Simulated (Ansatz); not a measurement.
**ClGeHO: one structure at several levels**

How do the functionals fare away from a minimum? The structure is a structure displaced at random from a GFN2-xTB minimum.

The runs use Ansatz 0.2.0, Gaussian basis; single points in def2-TZVPP.

Cores are frozen in the correlated methods. Filled d shells of the heavier atoms are correlated.

### 1 Where the work starts

SMILES `[OH][Ge][Cl]`, 4 atoms, charge 0, spin multiplicity 1.

Atoms are counted from 1 here; the program's logs count them from 0.

Bond lengths: O1–Ge2 1.839 Å, O1–H4 0.909 Å, Ge2–Cl3 2.189 Å. Angles: Ge2–O1–H4 127.6°, O1–Ge2–Cl3 100.6°.

As a file:

```
O    -0.8188    0.6007   -0.4719
Ge   -0.5593   -0.6657    0.8355
Cl    1.6003   -0.9822    0.6658
H    -0.1888    0.9948   -0.9950
```

### 2 CCSD(T)/def2-TZVPP

The input, run/in.yaml:

```yaml
crystal:
  periodic: [false, false, false]
  atoms:
    - {symbol: O, position_ang: [-0.818800, 0.600700, -0.471900]}
    - {symbol: Ge, position_ang: [-0.559300, -0.665700, 0.835500]}
    - {symbol: Cl, position_ang: [1.600300, -0.982200, 0.665800]}
    - {symbol: H, position_ang: [-0.188800, 0.994800, -0.995000]}
basis:
  gaussian: {orbitals: def2-TZVPP}
correlation: {method: ccsd_t}
output: {forces: true}
```

The command line of these runs was not kept.

### 3 PBE0-D4/def2-TZVPP

Edit run/in.yaml of step 2 so:

```diff
@@ -9,3 +9,3 @@
   gaussian: {orbitals: def2-TZVPP}
-correlation: {method: ccsd_t}
-output: {forces: true}
+hamiltonian: {xc: pbe0, dispersion: d4}
+output: {forces: true, orbitals: {seedname: orbitals}}
```

### 4 wB97M-V/def2-TZVPP

Edit run/in.yaml of step 3 so:

```diff
@@ -9,3 +9,3 @@
   gaussian: {orbitals: def2-TZVPP}
-hamiltonian: {xc: pbe0, dispersion: d4}
-output: {forces: true, orbitals: {seedname: orbitals}}
+hamiltonian: {xc: {name: wB97M-V}}
+output: {forces: true}
```

### 5 r2SCAN-D4/def2-TZVPP

Edit run/in.yaml of step 4 so:

```diff
@@ -9,3 +9,3 @@
   gaussian: {orbitals: def2-TZVPP}
-hamiltonian: {xc: {name: wB97M-V}}
+hamiltonian: {xc: r2scan, dispersion: d4}
 output: {forces: true}
```

### 6 PBE-D4/def2-TZVPP

Edit run/in.yaml of step 5 so:

```diff
@@ -9,3 +9,3 @@
   gaussian: {orbitals: def2-TZVPP}
-hamiltonian: {xc: r2scan, dispersion: d4}
+hamiltonian: {xc: pbe, dispersion: d4}
 output: {forces: true}
```

### 7 r2SCANh-D4/def2-TZVPP

Edit run/in.yaml of step 6 so:

```diff
@@ -9,3 +9,3 @@
   gaussian: {orbitals: def2-TZVPP}
-hamiltonian: {xc: pbe, dispersion: d4}
+hamiltonian: {xc: {name: r2SCANh}, dispersion: d4}
 output: {forces: true}
```

### 8 revPBE-D4/def2-TZVPP

Edit run/in.yaml of step 7 so:

```diff
@@ -9,3 +9,3 @@
   gaussian: {orbitals: def2-TZVPP}
-hamiltonian: {xc: {name: r2SCANh}, dispersion: d4}
+hamiltonian: {xc: {name: revPBE}, dispersion: d4}
 output: {forces: true}
```

(Steps that only read results are left out.)

**Question.** What will these runs give? Wanted: energy less free atoms, CCSD(T)/def2-TZVPP; RMS force component; RMS force error; HOMO and LUMO, PBE0-D4; T1 diagnostic.

As calculated:

| quantity | value |
| --- | --- |
| energy less free atoms, CCSD(T)/def2-TZVPP | -296.3 kcal/mol |
| RMS force component | 1.636 to 1.736 eV/Å over the methods |
| RMS force error | PBE0-D4 0.057, wB97M-V 0.072, r2SCAN-D4 0.060, PBE-D4 0.311, r2SCANh-D4 0.056, revPBE-D4 0.371 eV/Å |
| HOMO and LUMO, PBE0-D4 | -8.18 and -2.45 eV |
| T1 diagnostic | 0.014 |

In words: Against CCSD(T) the functionals' energies less atoms differ by -20.7 to -7.0 kcal/mol, PBE-D4 by -20.7 kcal/mol. The reference is not at the basis limit: in triple zeta CCSD(T) underbinds, which counts against methods that bind more; the gaps are no ranking. On forces the order runs from r2SCANh-D4 to revPBE-D4. Frozen-core CCSD(T) forces in triple zeta carry basis errors of their own, and this is one geometry, so small gaps rank nothing.
